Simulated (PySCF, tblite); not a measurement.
**C2H12OSSi3: geometry, infrared bands and NMR shifts**

Wanted: the infrared bands and NMR shifts of C2H12OSSi3 (`CC[Si@](O)([SiH3])S[SiH3]`), by calculation.

Computed with tblite 0.8.0 and PySCF 2.14.0, with density-fitted response routines of our own, on a single molecule in the gas phase. Atoms are numbered from 0 throughout.

## Step 1: The starting structure

19 atoms, charge 0, multiplicity 1; geometry from: force field or distance geometry start.

Bonds of the start (Å): C0–C1 1.52, C1–Si2 1.88, Si2–O3 1.71, Si2–Si4 2.22, Si2–S5 2.14, S5–Si6 2.16, C0–H7 1.12, C0–H8 1.10, C0–H9 1.10, C1–H10 1.11, C1–H11 1.10, O3–H12 0.98, Si4–H13 1.48, Si4–H14 1.48, Si4–H15 1.46, Si6–H16 1.47, Si6–H17 1.47, Si6–H18 1.46.

## Step 2: Relaxing the molecule with GFN2-xTB

Job settings and geometry (Å):

```
{"job": {"kind": "relax", "xc": "GFN2-xTB", "basis": "xTB"}, "charge": 0, "multiplicity": 1}
C     -1.268400    -1.927600    -1.091200
C     -0.502000    -0.612500    -1.170700
Si    -0.629700     0.133500     0.547000
O     -2.188700    -0.214200     1.143800
Si    -0.323300     2.331300     0.562500
S      0.936500    -0.737900     1.707600
Si     2.775300    -0.148600     0.731100
H     -1.881300    -1.936200    -0.148600
H     -1.893100    -2.047100    -1.987900
H     -0.572300    -2.778400    -0.989200
H      0.561300    -0.883600    -1.368000
H     -0.905600     0.045300    -1.950400
H     -2.898900     0.230100     0.626100
H     -1.553400     3.079400     0.226600
H      0.009300     2.718700     1.949900
H      0.816200     2.756500    -0.247600
H      2.438900     0.418300    -0.587500
H      3.428500     0.881000     1.550700
H      3.640800    -1.298800     0.488500
```

The run is started by

```console
$ OMP_NUM_THREADS=1 python probes_run.py task.json out
```

This one command runs all jobs of the session in turn.

**Question.** This job is followed by: GFN2-xTB harmonic vibrations, gas phase; GIAO PBE0/pcSseg-1 NMR shielding, non-relativistic, gas phase. Predict these results of the whole session: strongest single infrared mode (GFN2-xTB); zero-point energy (GFN2-xTB); 13C shifts against TMS (PBE0/pcSseg-1); 1H shifts against TMS (PBE0/pcSseg-1, means over atoms taken as alike); 29Si shifts against TMS (PBE0/pcSseg-1); 17O shifts against H2O (PBE0/pcSseg-1); 33S shifts against CS2 (PBE0/pcSseg-1).

**Answer**, as computed:

```
                                                              quantity                                   value
                             strongest single infrared mode (GFN2-xTB)                    770 cm⁻¹, 777 km/mol
                                          zero-point energy (GFN2-xTB)                           81.2 kcal/mol
                                13C shifts against TMS (PBE0/pcSseg-1)                           19.1, 7.0 ppm
1H shifts against TMS (PBE0/pcSseg-1, means over atoms taken as alike)  4.48, 3.48, 1.99, 1.17, 0.98, 0.45 ppm
                               29Si shifts against TMS (PBE0/pcSseg-1)                 27.4, -65.5, -117.9 ppm
                                17O shifts against H2O (PBE0/pcSseg-1)                                45.8 ppm
                                33S shifts against CS2 (PBE0/pcSseg-1)                                -283 ppm
```

In words: The optimisation took 242 steps and gained 0.893 eV; among the close pairs (by a distance rule), Si2–Si4 changed most, from 2.219 to 2.308 Å. The lowest mode is imaginary (22i cm⁻¹), so the xTB geometry is not a minimum. The strongest single mode, at 770 cm⁻¹, is spread over several atoms, H18, H16, H12, H17 among them. GFN2-xTB is a fitted tight-binding method: band positions and strengths are rough. Its intensities can rank the bands wrongly. At PBE0/pcSseg-1: The largest span, 211 ppm, is at S5, where the paramagnetic term is -276 ppm.
